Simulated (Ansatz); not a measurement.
# C₂H₈InN: basis-set convergence

An exercise on one series of results from a longer session: the logs are not shown, and one member is left open.

Program: Ansatz 0.2.0, Gaussian basis. Level of theory: one geometry, several basis sets. These are calculated values, not measurements.

Levels to be run: PBE0-D4/def2-SVP; ωB97M-V/def2-SVP; PBE0-D4/def2-QZVPP; ωB97M-V/def2-QZVPP; the functionals' def2-TZVPP values are taken from earlier runs.

**The relaxed structure**

All runs share one geometry, relaxed beforehand with PBE0-D4 in a triple-zeta def2 set. In takes the def2 core potential; no spin-orbit term is included.

12 atoms, charge 0, spin multiplicity 1.

Atoms are counted from 1 here; the program's logs count them from 0.

Bond lengths: C1–In2 2.149 Å, C1–H5 1.091 Å, C1–H6 1.091 Å, C1–H7 1.090 Å, In2–C3 2.149 Å, In2–N4 2.021 Å, C3–H8 1.092 Å, C3–H9 1.090 Å, C3–H10 1.091 Å, N4–H11 1.007 Å, N4–H12 1.007 Å. Angles: In2–C1–H5 110.4°, In2–C1–H6 110.4°, In2–C1–H7 110.4°, H5–C1–H6 107.9°, H5–C1–H7 108.9°, H6–C1–H7 108.8°, C1–In2–C3 131.2°, C1–In2–N4 114.4°, C3–In2–N4 114.4°, In2–C3–H8 110.1°, In2–C3–H9 110.3°, In2–C3–H10 110.8°, H8–C3–H9 108.6°, H8–C3–H10 108.0°, H9–C3–H10 109.0°, In2–N4–H11 124.6°, In2–N4–H12 124.6°, H11–N4–H12 110.8°.

Geometry (Å):

```xyz
12
charge 0, multiplicity 1
C    -0.70403    1.76044   -0.94917
In   -0.03145   -0.05944   -0.02576
C     1.48701   -0.41869    1.45151
N    -0.99274   -1.72127   -0.65625
H     0.12374    2.25904   -1.45644
H    -1.09821    2.44543   -0.19632
H    -1.48774    1.54957   -1.67726
H     1.15957   -0.04471    2.42374
H     1.68548   -1.48742    1.53856
H     2.41329    0.09418    1.18807
H    -1.74448   -1.72660   -1.32550
H    -0.81044   -2.65053   -0.31518
```

Set-up of the first run:

in.yaml reads:

```yaml
crystal:
  periodic: [false, false, false]
  atoms:
    - {symbol: C, position_ang: [-0.704033, 1.760444, -0.949170]}
    - {symbol: In, position_ang: [-0.031450, -0.059439, -0.025761]}
    - {symbol: C, position_ang: [1.487008, -0.418690, 1.451512]}
    - {symbol: N, position_ang: [-0.992737, -1.721265, -0.656249]}
    - {symbol: H, position_ang: [0.123739, 2.259036, -1.456439]}
    - {symbol: H, position_ang: [-1.098214, 2.445431, -0.196322]}
    - {symbol: H, position_ang: [-1.487741, 1.549569, -1.677260]}
    - {symbol: H, position_ang: [1.159571, -0.044714, 2.423737]}
    - {symbol: H, position_ang: [1.685484, -1.487425, 1.538564]}
    - {symbol: H, position_ang: [2.413291, 0.094176, 1.188068]}
    - {symbol: H, position_ang: [-1.744480, -1.726597, -1.325502]}
    - {symbol: H, position_ang: [-0.810439, -2.650525, -0.315179]}
basis:
  gaussian: {orbitals: def2-SVP}
hamiltonian: {xc: pbe0, dispersion: d4}
output: {orbitals: {seedname: orbitals}}
```

Launch:

```console
$ ansatz run in.yaml --threads 4 --pin off --events-out ev --progress --plain --max-ram 10444MiB
```

Steps of the session up to this table: PBE0-D4 in def2-SVP; ωB97M-V in def2-SVP; PBE0-D4 in def2-QZVPP; ωB97M-V in def2-QZVPP.

One table of the session follows, with a row left open; its other results are not shown here.

It belongs to the step «Functionals by basis». 

```
functional       basis  HOMO (eV)  LUMO (eV)
   PBE0-D4    def2-SVP      -6.35      -0.16
   PBE0-D4  def2-TZVPP      -6.55      -0.33
   PBE0-D4  def2-QZVPP      -6.60      -0.38
   ωB97M-V    def2-SVP          ?          ?
   ωB97M-V  def2-TZVPP      -8.95       0.95
   ωB97M-V  def2-QZVPP      -9.00       0.77
```

**Question.** Estimate the row for ωB97M-V, def2-SVP.

The run gave: HOMO (eV): -8.73; LUMO (eV): 1.40. In the column «HOMO (eV)» it lies between ωB97M-V, def2-TZVPP (-8.95) and PBE0-D4, def2-QZVPP (-6.60).
